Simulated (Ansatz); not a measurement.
# LaRuPO (P4/nmm): from the first guess to the electronic structure, part 2 of 2

Task: find the zero-pressure cell of LaRuPO (P4/nmm) and describe its electrons.

Ansatz 0.2.0; DFT PBE, scalar-relativistic, plane waves, PAW. Earlier steps stand in the parts before.

## Step 4: Bands and density of states at the final cell

File input.yaml:

```yaml
crystal:
  lattice:
    - [4.0640334472, 0.0, 0.0]
    - [0.0, 4.0640334472, 0.0]
    - [0.0, 0.0, 8.5102817801]
  atoms:
    - { symbol: La, position: [0.0, 0.5, 0.855381381] }
    - { symbol: La, position: [0.5, 0.0, 0.144618619] }
    - { symbol: P, position: [0.5, 0.0, 0.6357980829] }
    - { symbol: P, position: [0.0, 0.5, 0.3642019171] }
    - { symbol: Ru, position: [0.0, 0.0, 0.5] }
    - { symbol: Ru, position: [0.5, 0.5, 0.5] }
    - { symbol: O, position: [0.5, 0.5, 0.0] }
    - { symbol: O, position: [0.0, 0.0, 0.0] }
basis:
  ecutwfc: 420
  ecutrho_ratio: 4
kpoints:
  mp_grid: { grid: [8, 8, 4] }
  band_path:
    path:
      - [[0.0, 0.0, 0.0], [0.0, 0.5, 0.0], [0.5, 0.5, 0.0], [0.0, 0.0, 0.0], [0.0, 0.0, 0.5], [0.0, 0.5, 0.5], [0.5, 0.5, 0.5], [0.0, 0.0, 0.5]]
      - [[0.0, 0.5, 0.0], [0.0, 0.5, 0.5]]
      - [[0.5, 0.5, 0.0], [0.5, 0.5, 0.5]]
    npoints: 14
hamiltonian:
  xc: pbe
scf:
  occupations: { method: gaussian, width: 0.05 }
  n_extra_bands: 29
output:
  forces: true
  stress: true
  eigenvalues: true
  populations: true
  hubbard: { sites: [{ species: La, l: f }] }
  dos: { projected: true, de: 0.02, nscf_kmesh: { grid: [12, 12, 6] } }
  bader: true
```

The run is started by

```sh
ansatz run input.yaml --threads 2 --pin off --max-ram 5120MiB --backend cpu --events-out ev --progress --plain --runs-dir out
```

The program printed:

```text
Warning: RAYON_NUM_THREADS=2 ignored (pool sized by the plan → 2); use --threads N
La: projections on atomic orbitals take those of the free atom [Kr 4d10] 4f0 5s2 5p6 5d1 6s2, of charge +0.00 (hamiltonian.pseudopotentials.projection_atoms); the dataset's partial waves leave at most 1.9e-5 of an orbital's norm unspanned inside its sphere
scf.n_extra_bands = 29 over 38 filled bands (N_el = 76.0): the run solves 67 bands
Engine: ansatz 0.2.0, aarch64-unknown-linux-gnu
Pseudopotentials: kind: paw
Pseudopotential: La, paw, valence charge 11, recommended cutoff 420 eV (normal), La.paw.azcp
Pseudopotential: P, paw, valence charge 5, recommended cutoff 420 eV (normal), P.paw.azcp
Pseudopotential: Ru, paw, valence charge 16, recommended cutoff 420 eV (normal), Ru.paw.azcp
Pseudopotential: O, paw, valence charge 6, recommended cutoff 420 eV (normal), O.paw.azcp
Functional definition: PBE
  parameter kappa = 0.804
  parameter beta = 0.06672455060314922
  exchange = pbe_x(kappa = kappa, mu = beta*pi^2/3)
  correlation = pbe_c(beta = beta)
Crystal: 8 atoms, lattice volume = 140.559 Å³
Basis set: ecut = 420 eV, 2765 PW (Γ), exchange–correlation on 60×60×120 points (8 copies of the dense FFT grid, shifted against one another)
Bands: 67, of which v1, the nominal top of the filled ones, is band 38 counted from 1 (37 counted from 0)
Symmetry: 16 space group operations
Space group: P4/nmm (ITA 129), of the structure as read, at distance tolerance 5.2e-5 Å
k-points: 45 of 256
Non-local potential: La, projectors of the file, l = 0: 3, l = 1: 2, l = 2: 2, l = 3: 3
Non-local potential: P, projectors of the file, l = 0: 2, l = 1: 2, l = 2: 2
Non-local potential: Ru, projectors of the file, l = 0: 3, l = 1: 2, l = 2: 2, l = 3: 1
Non-local potential: O, projectors of the file, l = 0: 2, l = 1: 2, l = 2: 1
PAW form: soft (Blöchl's): semilocal exchange-correlation on the pseudo side does not see the compensation charge
PAW one-centre angular grid: La, 590 points (default); XC on 64 Gauss nodes
PAW one-centre angular grid: P, 110 points (default); XC on 64 Gauss nodes
PAW one-centre angular grid: Ru, 590 points (default); XC on 64 Gauss nodes
PAW one-centre angular grid: O, 110 points (default); XC on 64 Gauss nodes
Initial density: superposition of atomic densities (neutral atoms: chi_scale 0, normalization atom), corrected by the library's trained network
Initial wavefunctions: pseudopotential atomic-orbital guess
Functional: x = pbe(κ = 0.804, μ = 0.2195149727645171), c = pbe(β = 0.06672455060314922)
SCF iter   1: F=—  HF=-26915.340167 eV  |F-HF|=—  |Δ(HF+E_count)|=         —  Δρ=3.09e-3  dr2=1.96e-2  ethr=1.77e-3  ⟨swp⟩=5.9  Hψ=11875  notcnv=0  defer=257
preconditioner: auto → Kerker (q_TF=auto, 2.463 Å⁻¹)  [metal: Δε(μ)=0.020 eV  Ē_g=11.167 eV  σ=0.050 eV  W_gap=0.22  n_scr=38 (ndim 8)  ℏωp=23.4 eV  f_vac=0.000  D(μ)=2.85/eV (n_scr^D=16)]
SCF iter   2: F=—  HF=-26915.341061 eV  |F-HF|=—  |Δ(HF+E_count)|=   8.94e-4  Δρ=1.70e-3  dr2=9.59e-3  ethr=2.57e-5  ⟨swp⟩=2.0  Hψ=4414  notcnv=0  defer=474
SCF iter   3: F=—  HF=-26915.340638 eV  |F-HF|=—  |Δ(HF+E_count)|=   4.23e-4  Δρ=4.13e-4  dr2=2.44e-3  ethr=1.26e-5  ⟨swp⟩=2.1  Hψ=2356  notcnv=0  defer=474
SCF iter   4: F=—  HF=-26915.340200 eV  |F-HF|=—  |Δ(HF+E_count)|=   4.38e-4  Δρ=2.71e-4  dr2=5.10e-4  ethr=3.21e-6  ⟨swp⟩=2.2  Hψ=2711  notcnv=0  defer=474
SCF iter   5: F=—  HF=-26915.340110 eV  |F-HF|=—  |Δ(HF+E_count)|=   8.99e-5  Δρ=1.07e-4  dr2=6.37e-5  ethr=6.71e-7  ⟨swp⟩=2.2  Hψ=2719  notcnv=0  defer=474
SCF iter   6: F=—  HF=-26915.340033 eV  |F-HF|=—  |Δ(HF+E_count)|=   7.62e-5  Δρ=4.01e-5  dr2=2.69e-6  ethr=8.38e-8  ⟨swp⟩=2.0  Hψ=3286  notcnv=0  defer=517
SCF iter   7: F=—  HF=-26915.340034 eV  |F-HF|=—  |Δ(HF+E_count)|=   4.09e-7  Δρ=1.23e-5  dr2=2.66e-7  ethr=3.54e-9  ⟨swp⟩=2.0  Hψ=3482  notcnv=0  defer=523
SCF iter   8: F=-26915.340034 eV  HF=-26915.340034 eV  |F-HF|=8.51e-9  |Δ(HF+E_count)|=   6.74e-8  Δρ=3.01e-6  dr2=1.25e-8  ethr=1.32e-10  ⟨swp⟩=10.8  Hψ=16731  notcnv=0
SCF 1 converged in 8 iterations: F = -26915.340034 eV  dr2 = 1.25e-8
NSCF: frozen V_eff on 129 k-points
NSCF: frozen V_eff on 112 k-points
SCF converged after 8 iterations
Free energy (F): -26915.340034 eV
Harris-Foulkes:  -26915.340034 eV  (|F-HF|=8.51e-9)
Internal energy: -26915.336378 eV  (E = F + TS)
E sigma→0 (E₀):  -26915.338206 eV
Entropy (-TS):   -0.003656 eV (-0.457 meV/atom)
Fermi energy:    12.921205 eV
--- Per-component energies (eV) ---
  E_band       = -356.129181
  E_kinetic    = 1915.387511
  E_local      = -6208.513945  (includes V_loc(G=0)·N_el)
  E_nonlocal   = 1044.033254
  E_hartree    = 2321.919790
  E_xc         = -935.123608
  E_vxc        = -1089.718449  (∫ρ·V_xc dr)
  E_paw        = -19212.172189  (= ΣΔE_a)
  E_vpaw       = -661.160577  (= ΣTr[D̂ρ^β])
  E_aug_tail   = 0.004491  (compensation charges beyond the density's cutoff)
  E_ewald      = -5840.871681
  E_smearing   = -0.003656  (= −TS)
  E_closure    = -0.000000  (closes the sum)
  Σ components = -26915.340034   (vs F -26915.340034, Δ=0.00e0)
--- Forces (eV/Å), atoms counted from 1 ---
  atom   1  La    -0.00000000     0.00000000    -0.00088911
  atom   2  La     0.00000000     0.00000000     0.00088911
  atom   3  P      0.00000000     0.00000000     0.00003669
  atom   4  P     -0.00000000     0.00000000    -0.00003669
  atom   5  Ru     0.00000000     0.00000000    -0.00000000
  atom   6  Ru    -0.00000000     0.00000000     0.00000000
  atom   7  O     -0.00000000     0.00000000     0.00000000
  atom   8  O      0.00000000     0.00000000    -0.00000000
  max |Σ_I F_I| component: 5.54e-17 eV/Å
--- Stress (GPa, compression-positive) ---
        0.002939      -0.000000       0.000000
       -0.000000       0.002939      -0.000000
        0.000000      -0.000000       0.002411
  P = ⅓ Tr σ = 0.0028 GPa (0.028 kbar)
--- Band table (eV; the first three rows and the last of 45) ---
  k-point 0: bands = ["-59.3904", "-59.3373", "-29.6581", "-29.6581", "-29.3834", "-29.3834", "-29.2787", "-29.2093", "-19.0511", "-18.8392", "-6.2145", "-4.9254", "-2.9169", "-2.9169", "-2.5296", "-2.4481", "-2.4481", "-1.2946", "1.3118", "2.2017", "7.4766", "7.9296", "8.1206", "8.1206", "8.4935", "8.7135", "8.7135", "8.8049", "8.8674", "9.8997", "9.8997", "10.1305", "10.1305", "11.6821", "12.7085", "12.8631", "13.2637", "13.2637", "14.3752", "14.4306", "15.2618", "15.4935", "15.6881", "15.8999", "15.8999", "15.9395", "15.9517", "15.9517", "15.9903", "16.1110", "16.1110", "16.1538", "16.1538", "16.1979", "16.2629", "16.7634", "16.7634", "16.7668", "17.4262", "17.7826", "18.1611", "18.1951", "18.2549", "19.2138", "19.2138", "19.4438", "19.5511"]
  k-point 1: bands = ["-59.3904", "-59.3373", "-29.6581", "-29.6581", "-29.3833", "-29.3833", "-29.2787", "-29.2093", "-19.0510", "-18.8394", "-6.2133", "-4.9254", "-2.9174", "-2.9174", "-2.5508", "-2.4474", "-2.4474", "-1.2600", "1.2875", "2.2132", "7.4386", "7.8972", "8.0721", "8.0721", "8.4817", "8.8049", "8.8158", "8.8158", "8.9424", "9.7546", "9.7546", "10.2268", "10.2268", "11.7579", "12.7063", "12.9338", "13.2606", "13.2606", "14.2590", "14.3752", "14.9812", "15.6412", "15.6857", "15.7962", "15.7962", "15.9828", "15.9828", "16.0069", "16.0391", "16.1125", "16.1125", "16.1998", "16.1998", "16.2703", "16.4836", "16.7214", "16.7819", "16.7819", "17.3009", "17.7232", "18.1306", "18.2189", "18.3734", "19.1576", "19.2950", "19.2950", "19.5454"]
  k-point 2: bands = ["-59.3904", "-59.3373", "-29.6581", "-29.6581", "-29.3833", "-29.3833", "-29.2787", "-29.2093", "-19.0508", "-18.8396", "-6.2121", "-4.9254", "-2.9179", "-2.9179", "-2.5711", "-2.4468", "-2.4468", "-1.2261", "1.2633", "2.2242", "7.4000", "7.8725", "8.0322", "8.0322", "8.4700", "8.8050", "8.9233", "8.9233", "9.0104", "9.6330", "9.6330", "10.2855", "10.2855", "11.8390", "12.7035", "13.0158", "13.2581", "13.2581", "14.1010", "14.3752", "14.7806", "15.6833", "15.7071", "15.7207", "15.7207", "16.0247", "16.0343", "16.0343", "16.0627", "16.0698", "16.0698", "16.2422", "16.2422", "16.3448", "16.6768", "16.7992", "16.7992", "16.8832", "17.2188", "17.5390", "18.0558", "18.2754", "18.4961", "18.8067", "19.4031", "19.4031", "19.5201"]
  k-point 44: bands = ["-59.3637", "-59.3637", "-29.7014", "-29.7014", "-29.3537", "-29.3537", "-29.2424", "-29.2424", "-18.8505", "-18.8505", "-6.5879", "-6.5879", "-2.8467", "-2.8467", "-2.8281", "-2.8281", "-0.8027", "-0.8027", "2.5210", "2.5210", "7.0920", "7.0920", "8.4997", "8.4997", "9.1832", "9.1832", "9.8729", "9.8729", "10.1600", "10.1600", "10.3905", "10.3905", "10.4943", "10.4943", "11.0243", "11.0243", "12.2155", "12.2155", "12.2743", "12.2743", "14.5984", "14.5984", "15.7227", "15.7227", "15.8271", "15.8271", "15.9218", "15.9218", "16.0930", "16.0930", "16.1742", "16.1742", "16.3043", "16.3043", "16.3095", "16.3095", "17.2206", "17.2206", "17.9587", "17.9587", "18.0608", "18.0608", "18.5469", "18.5469", "20.5169", "20.5169", "20.5319"]
--- Löwdin populations: 8 sites ---
  site symbol       q [e]
     0     La     10.2851
     1     La     10.2851
     2      P      5.0201
     3      P      5.0201
     4     Ru     15.9957
     5     Ru     15.9957
     6      O      6.4867
     7      O      6.4867
  spilling = 0.005592 (of n_electrons = 76.000000)
--- Bader charges: 8 sites ---
  site symbol  charge [e]  shift [e]
     0     La      1.9398     0.0003
     1     La      1.9398     0.0003
     2      P     -0.5275     0.0006
     3      P     -0.5275     0.0006
     4     Ru     -0.1137     0.0006
     5     Ru     -0.1137     0.0006
     6      O     -1.2986     0.0003
     7      O     -1.2986     0.0003
  estimated error of the sums over rays = 5.0e-4 e
--- Occupation matrices: 2 shells (Löwdin-built; ε = 2.00e-2, provisional) ---
  La0 f_4F: site group C4v (4mm)
  La0 f_4F -      Tr n = 0.1497  λ = 0.016 0.016 0.018 0.018 0.022 0.022 0.037  [7× z3 0.14 E(0.57)]
  La1 f_4F: site group C4v (4mm)
  La1 f_4F -      Tr n = 0.1497  λ = 0.016 0.016 0.018 0.018 0.022 0.022 0.037  [7× z3 0.14 E(0.57)]
  Tr n, λ and their labels are of the run-group-symmetrised matrices; stabiliser: 32 of 32 elements of G0×{1,Θ} (closed), max defect 1.2e-16 at τ = 4.2e-3
```

Wall time 1.7 min (2 threads of Arm Neoverse V1, shared host); peak memory 0.93 GiB.

This gives: volume 17.570 Å³/atom, pressure 0.00 GPa, metallic.

Levels next to the Fermi level at the named points, in eV from the Fermi level:

```csv
point,filled,empty
Γ,-1.24 -0.21 -0.06,0.34 0.34 1.45
X,-1.95 -0.79 -0.79,1.68 1.68 1.91
M,-0.69 -0.65 -0.65,1.68 1.68 2.79
Z,-2.64 -1.08 -0.22,0.10 0.34 0.34
R,-1.92 -0.87 -0.87,1.85 1.85 2.04
A,-0.71 -0.65 -0.65,1.68 1.68 2.80
```

Bands that cross the Fermi level on the path (counted from 0), with the number of crossings: 35: 3, 36: 4, 37: 4, 38: 4, 39: 4.

States per cell in windows of 1 eV (zero at the Fermi level), total and by projection:

```csv
from,to,total,La 4f,Ru 4d,La 5d,O 2p,P 3p
-7,-6,0.00,0.00,0.00,0.00,0.00,0.00
-6,-5,2.73,0.01,0.99,0.13,0.10,1.08
-5,-4,8.00,0.06,2.08,1.00,2.28,1.98
-4,-3,10.50,0.21,2.52,0.96,4.23,2.05
-3,-2,5.60,0.15,1.88,0.24,2.33,0.65
-2,-1,4.38,0.05,3.52,0.17,0.11,0.30
-1,0,4.70,0.07,3.39,0.22,0.08,0.66
0,1,1.34,0.07,0.58,0.21,0.04,0.30
1,2,4.67,0.61,1.90,0.75,0.09,0.86
2,3,9.19,6.98,0.65,0.77,0.05,0.50
3,4,22.62,18.39,0.64,1.80,0.34,0.78
4,5,5.90,0.67,0.30,3.30,0.27,0.42
5,6,6.76,0.34,0.33,3.60,0.33,0.61
```

The projection uses the shells of the potentials' files: it has no valence p orbitals on Ru, so such weight is missing from the shares.

## Step 5: Summary of results

This closing draws on all 2 parts. Changes of volume or cell count from the first structure of part 1.

| quantity | value |
| --- | --- |
| space group | P4/nmm (No. 129) |
| conventional cell | a = 4.064 Å, b = 4.064 Å, c = 8.510 Å, α = 90.00°, β = 90.00°, γ = 90.00° |
| volume | 17.570 Å³/atom |
| pressure | 0.00 GPa |
| gap | none (metal) |
| states at the Fermi level | about 3 per eV per cell |
| Bader charges | La +1.94; P -0.53; Ru -0.11; O -1.30 e |

**Reading.** Over the one relaxation shown the cell moved from 17.23 to 17.57 Å³/atom, a change of +2.0 %, where the pressure is zero within 0.01 GPa. It comes out metallic; the largest share of the states at the Fermi level is Ru 4d (55 % of the projected weight, then P 3p with 23 %). The Bader partition leaves La most positive, at +1.94 e. Measured lattice constant a of LaRuPO: 4.048 Å (powder; “CeRuPO: A rare example of a Ferromagnetic Kondo lattice”, 2007, arxiv:0704.2170). This calculation gives 4.064 Å (+0.4 %). The calculation is for 0 K without zero-point motion. Against the measured lattice constant c of LaRuPO, 8.41 Å (powder; “CeRuPO: A rare example of a Ferromagnetic Kondo lattice”, 2007, arxiv:0704.2170), the calculated 8.510 Å is off by +1.2 %.
